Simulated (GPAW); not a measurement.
Wanted: an ASE script for a GPAW 26.7.0 run.

* Task: band structure
* Functional: PBEsol
* Potentials or basis: PAW data sets generated in the run's folder for this functional
* Cutoff: 800 eV
* Basis: pw
* k mesh: 10 × 10 × 10
* Occupations: fermi-dirac, width 0.05 eV
* Spin: no spin polarisation
* Hubbard terms: Ta d U = 2 eV
* Maxiter: 150
* Band path: GXWKGLUWLK,UX
* Band points: 60

The structure of TaN lies in TaN.xyz:

```xyz
2
Lattice="0.0000000000 2.1790013100 2.1790013100 2.1790013100 0.0000000000 2.1790013100 2.1790013100 2.1790013100 0.0000000000" Properties=species:S:1:pos:R:3 pbc="T T T"
Ta     2.1790013100      2.1790013100      2.1790013100
N      0.0000000000      0.0000000000      0.0000000000
```

One way to write it, as run:

run.py

```python
from ase.dft.bandgap import bandgap
from ase.io import read, write
from ase.units import GPa
from gpaw import GPAW, PW, setup_paths

setup_paths.insert(0, '.')

atoms = read('TaN.xyz')

calc = GPAW(mode=PW(800),
            xc='PBEsol',
            kpts={'size': (10, 10, 10), 'gamma': True},
            occupations={'name': 'fermi-dirac', 'width': 0.05},
            setups={'Ta': ':d,2.0'},
            nbands=19,
            convergence={'density': 1e-05, 'energy': 1e-05},
            maxiter=150,
            txt='gpaw.txt')
atoms.calc = calc
energy = atoms.get_potential_energy()
forces = atoms.get_forces()
stress = atoms.get_stress()
calc.write('gs.gpw')
write('result.traj', atoms)
print(f'Energy: {energy:.6f} eV')
print('Forces (eV/A):')
print(forces.round(4))
print('Stress (GPa):', (stress / GPa).round(3))
print('Fermi level:', round(calc.get_fermi_level(), 4), 'eV')
print(f'Gap: {bandgap(calc)[0]:.4f} eV, direct: {bandgap(calc, direct=True)[0]:.4f} eV')

path = atoms.cell.bandpath('GXWKGLUWLK,UX', npoints=60, eps=1e-4)
bs_calc = calc.fixed_density(kpts=path, symmetry='off', nbands=28,
                             convergence={'bands': 'CBM+6.0', 'eigenstates': 1e-6}, txt='bands.txt')
bs = bs_calc.band_structure()
bs.write('bs.json')
print(f'Gap on the path: {bandgap(bs_calc)[0]:.4f} eV')
```

Potentials or basis: PAW data sets generated in the run's folder for this functional, pw.

Launch:

```console
$ gpaw-setup -f PBEsol N Ta
$ OMP_NUM_THREADS=1 python run.py
```

Results of the run:

```yaml
Pressure: 9.4 GPa
Band_gap_along_the_path: none (metal or under the smearing width)
```

Caveat: spin-orbit coupling is left out, which moves the levels of the heavy elements; U without spin polarisation on a metal has little footing.

It took 44 s on 1 thread of Arm Neoverse V1, on a shared host, peak memory 0.23 GiB.
